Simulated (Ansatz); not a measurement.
**AlH₅Se: vertical ionisation energy**

One table from this session's results is given with a row withheld; the runs are named, their logs left out.

Program: Ansatz 0.2.0, Gaussian basis. Level of theory: unrestricted cation, the program's frozen cores in correlated methods. These are calculated values, not measurements.

Levels to be run: UKS PBE-D4/def2-TZVPP; UKS r2SCAN-D4/def2-TZVPP; UKS PBE0-D4/def2-TZVPP; UKS B3LYP-D4/def2-TZVPP; UKS wB97X-V/def2-TZVPP; UKS wB97M-V/def2-TZVPP; UKS B2PLYP/def2-TZVPP; UHF-CCSD(T)/def2-TZVPP; UHF-MP2/def2-QZVPP; extrapolation to the limit; then −ε(HOMO) from the neutral's earlier runs with LDA (SPW92), PBE-D4, revPBE-D4, BLYP-D4, r2SCAN-D4, B97M-V, PBE0-D4, B3LYP-D4, r2SCANh-D4, r2SCAN0-D4, HSE06-D4, BHLYP-D4, CAM-B3LYP-D4, LC-ωPBE, ωB97X-V, ωB97M-V.

## Structure used throughout

All runs share one geometry, relaxed beforehand with PBE0-D4 in a triple-zeta def2 set.

7 atoms, charge 0, spin multiplicity 1.

Atoms are counted from 1 here; the program's logs count them from 0.

Bond lengths: Al1–Se2 2.668 Å, Al1–H3 1.596 Å, Al1–H4 1.596 Å, Al1–H5 1.595 Å, Se2–H6 1.469 Å, Se2–H7 1.469 Å. Angles: Se2–Al1–H3 94.9°, Se2–Al1–H4 94.8°, Se2–Al1–H5 99.4°, H3–Al1–H4 118.8°, H3–Al1–H5 118.8°, H4–Al1–H5 118.8°, Al1–Se2–H6 97.2°, Al1–Se2–H7 97.1°, H6–Se2–H7 91.6°.

Set-up of the first run:

in.yaml

```yaml
crystal:
  periodic: [false, false, false]
  atoms:
    - {symbol: Al, position_ang: [-0.744171, -0.591968, -0.660555]}
    - {symbol: Se, position_ang: [0.804922, 0.318788, 1.310951]}
    - {symbol: H, position_ang: [-0.120860, -2.061166, -0.657125]}
    - {symbol: H, position_ang: [-2.114594, -0.336296, 0.116433]}
    - {symbol: H, position_ang: [-0.317440, 0.420355, -1.817225]}
    - {symbol: H, position_ang: [2.044905, 0.436197, 0.531947]}
    - {symbol: H, position_ang: [0.508438, 1.746189, 1.129876]}
basis:
  gaussian: {orbitals: def2-TZVPP}
total_charge: 1
magnetization: {spin_polarized: true, initial_magnetization: 1}
hamiltonian: {xc: pbe, dispersion: d4}
```

Steps of the session up to this table: Cation, UKS PBE-D4/def2-TZVPP; Cation, UKS r2SCAN-D4/def2-TZVPP; Cation, UKS PBE0-D4/def2-TZVPP; Cation, UKS B3LYP-D4/def2-TZVPP; Cation, UKS wB97X-V/def2-TZVPP; Cation, UKS wB97M-V/def2-TZVPP; Cation, UKS B2PLYP (frozen core)/def2-TZVPP; Cation, UHF-CCSD(T)/def2-TZVPP; Cation, UHF-MP2/def2-QZVPP.

One table of the session follows, with a row left open; its other results are not shown here.

It belongs to the step «Ionisation energies side by side». Orbital estimates, from the neutral's runs:

```
  functional  −ε(HOMO) (eV)
 LDA (SPW92)           6.60
      PBE-D4           6.56
   revPBE-D4           6.53
     BLYP-D4           6.48
   r2SCAN-D4           6.87
      B97M-V           6.97
     PBE0-D4           7.82
    B3LYP-D4           7.64
  r2SCANh-D4           7.33
  r2SCAN0-D4           8.02
    HSE06-D4              ?
    BHLYP-D4           9.04
CAM-B3LYP-D4           9.24
     LC-ωPBE          10.64
     ωB97X-V          10.29
     ωB97M-V          10.07
```

Q: Estimate the row for HSE06-D4 from the others.

**Answer.** −ε(HOMO) (eV): 7.41. In the column «−ε(HOMO) (eV)» it lies between r2SCANh-D4 (7.33) and B3LYP-D4 (7.64).

Caveats from the session: The cation may have settled in a state other than its lowest; no search over hole states beyond the program's own was made.
